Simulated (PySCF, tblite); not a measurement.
# C₅H₉B₂Cl: geometry, infrared bands and NMR shifts

Aim: predict the infrared bands and NMR shifts of C₅H₉B₂Cl (`BCB[C@@H]1C/C1=C/Cl`).

Programs: tblite 0.8.0 and PySCF 2.14.0, with density-fitted response routines of our own. Each step states its level of theory. These are calculated values for one molecule in the gas phase, unless marked as measured. Atoms are numbered from 0 throughout.

### 1 The molecule as given

17 atoms, charge 0, multiplicity 1; geometry from: force field or distance geometry start.

Bonds of the start (Å): B0–C1 1.58, C1–B2 1.58, B2–C3 1.60, C3–C4 1.42, C4–C5 1.53, C5–C6 1.33, C6–Cl7 1.76, C5–C3 1.53, B0–H8 1.18, B0–H9 1.17, C1–H10 1.11, C1–H11 1.12, B2–H12 1.17, C3–H13 1.12, C4–H14 1.11, C4–H15 1.11, C6–H16 1.08.

### 2 Relaxing the molecule with GFN2-xTB

What the job is given:

```
{"job": {"kind": "relax", "xc": "GFN2-xTB", "basis": "xTB"}, "charge": 0, "multiplicity": 1}
B      2.045200     1.388900     0.554300
C      1.519300     0.006300     1.115900
B      0.942900    -0.884000    -0.054300
C     -0.616200    -1.250400    -0.103100
C     -1.233800    -1.268400    -1.379100
C     -1.498300    -0.064100    -0.481000
C     -2.057200     1.116800    -0.230200
Cl    -1.786400     1.912500     1.318600
H      1.283700     2.135100     0.041100
H      3.169500     1.692200     0.666400
H      0.738100     0.187400     1.887300
H      2.364000    -0.544400     1.601300
H      1.640400    -1.233900    -0.922700
H     -1.066800    -1.888700     0.694900
H     -2.139600    -1.893900    -1.489200
H     -0.624200    -0.984200    -2.259400
H     -2.687600     1.584800    -0.970700
```

Run with:

```
> OMP_NUM_THREADS=1 python probes_run.py task.json out
```

This one command runs all jobs of the session in turn.

**Question.** This job is followed by: GFN2-xTB harmonic vibrations, gas phase; GIAO PBE0/pcSseg-1 NMR shielding, non-relativistic, gas phase. What will the session give for the following? strongest single infrared mode (GFN2-xTB); zero-point energy (GFN2-xTB); 13C shifts against TMS (PBE0/pcSseg-1); 1H shifts against TMS (PBE0/pcSseg-1, means over atoms taken as alike); 11B shifts against BF3·OEt2 (PBE0/pcSseg-1); 35Cl shifts against HCl (PBE0/pcSseg-1).

**Answer**, as computed:

```
                                                              quantity                                               value
                             strongest single infrared mode (GFN2-xTB)                               1062 cm⁻¹, 179 km/mol
                                          zero-point energy (GFN2-xTB)                                       78.3 kcal/mol
                                13C shifts against TMS (PBE0/pcSseg-1)                  137.8, 120.4, 59.8, 29.8, 20.3 ppm
1H shifts against TMS (PBE0/pcSseg-1, means over atoms taken as alike)  8.05, 6.78, 6.45, 3.81, 3.76, 2.21, 2.10, 1.93 ppm
                           11B shifts against BF3·OEt2 (PBE0/pcSseg-1)                                      86.6, 80.4 ppm
                               35Cl shifts against HCl (PBE0/pcSseg-1)                                             231 ppm
```

**Reading.** Over 197 steps the energy fell by 0.682 eV; of the close pairs, C3–C4 changed most, 1.418 to 1.534 Å. All 45 modes are real, so the xTB geometry is a minimum. The strongest single mode, at 1062 cm⁻¹, is spread over many atoms; the largest shares are those of H11, C1. GFN2-xTB is a fitted tight-binding method: band positions and strengths are rough. Its intensities can rank the bands wrongly. At PBE0/pcSseg-1: The widest tensor belongs to Cl7: span 491 ppm, with a paramagnetic part of -430 ppm.
